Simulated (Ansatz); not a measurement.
## C3H6Te, SMILES CC1C[Te]1: an atomisation energy, step by step

Program: Ansatz 0.2.0, Python API.

At the Python prompt:
```pycon
>>> from collections import Counter
>>> import ansatz as az
>>> def energy_of(molecule, charge=0, unpaired=0):
...     calc = molecule.calculation().basis(gaussian="def2-SVP").functional("pbe").accuracy("medium")
...     if charge:
...         calc = calc.charge(charge)
...     if unpaired:
...         calc = calc.spin("collinear", total=unpaired)
...     report = calc.run(threads=1, backend="cpu").report
...     if report["published_state_doubts"]:
...         print("  doubts:", report["published_state_doubts"])
...     return report["free_energy_ev"]
...
>>> c3h6te = (
...     az.Crystal.molecule()
...     .atom("C", [-0.9007, 0.6674, -0.3552])
...     .atom("C", [-0.1896, -0.5739, -0.0571])
...     .atom("C", [1.0774, -0.3747, 0.6164])
...     .atom("Te", [1.514, -0.9655, -1.4389])
...     .atom("H", [-1.7306, 0.4889, -1.1402])
...     .atom("H", [-1.4364, 1.1026, 0.5561])
...     .atom("H", [-0.2497, 1.5024, -0.7649])
...     .atom("H", [-0.7343, -1.4295, 0.2872])
...     .atom("H", [1.3473, -1.1468, 1.4193])
...     .atom("H", [1.3856, 0.678, 0.8803])
... )
>>> # Hund ground states
>>> unpaired = {"C": 2, "Te": 2, "H": 1}
>>> counts = Counter(site.symbol for site in c3h6te.cartesian_sites)
>>> atom_energy = {s: energy_of(az.Crystal.molecule().atom(s, (0, 0, 0)), 0, unpaired[s]) for s in counts}

>>> whole = energy_of(c3h6te, 0, 0)
>>> for s, e in atom_energy.items():
...     print(f"{s:2s} x{counts[s]}  {e:14.5f} eV")
...
C  x3     -1027.26350 eV
Te x1     -7291.65647 eV
H  x6       -13.56840 eV
>>> print(f"C3H6Te: {whole:.5f} eV")
C3H6Te: -10494.13574 eV
>>> split = sum(counts[s] * e for s, e in atom_energy.items()) - whole
>>> print(f"atomisation energy (no zero-point term): {23.060548 * split:.1f} kcal/mol, {split / sum(counts.values()):.3f} eV an atom")
atomisation energy (no zero-point term): 905.8 kcal/mol, 3.928 eV an atom
```

905.8 kcal/mol from the electronic energies, without the zero-point term.

What to keep in mind:
- The settings weren't tested for convergence.
- The geometry is a force-field or estimated start, not a minimum of this method, and the basis set is short of its limit. All parts are taken at fixed geometry, without zero-point energy.
- def2 sets replace the cores of elements past krypton by effective core potentials.
- This functional overbinds, so such energies come out a few per cent too high (LDA far more).
- The spin-orbit lowering of heavy atoms is left out.
- Run time: 2.9 s on 1 thread of Intel(R) Xeon(R) 6975P-C (Granite Rapids) (shared host), peak memory 0.19 GiB.

(Lines on the test bed's own set-up are left out of the output.)
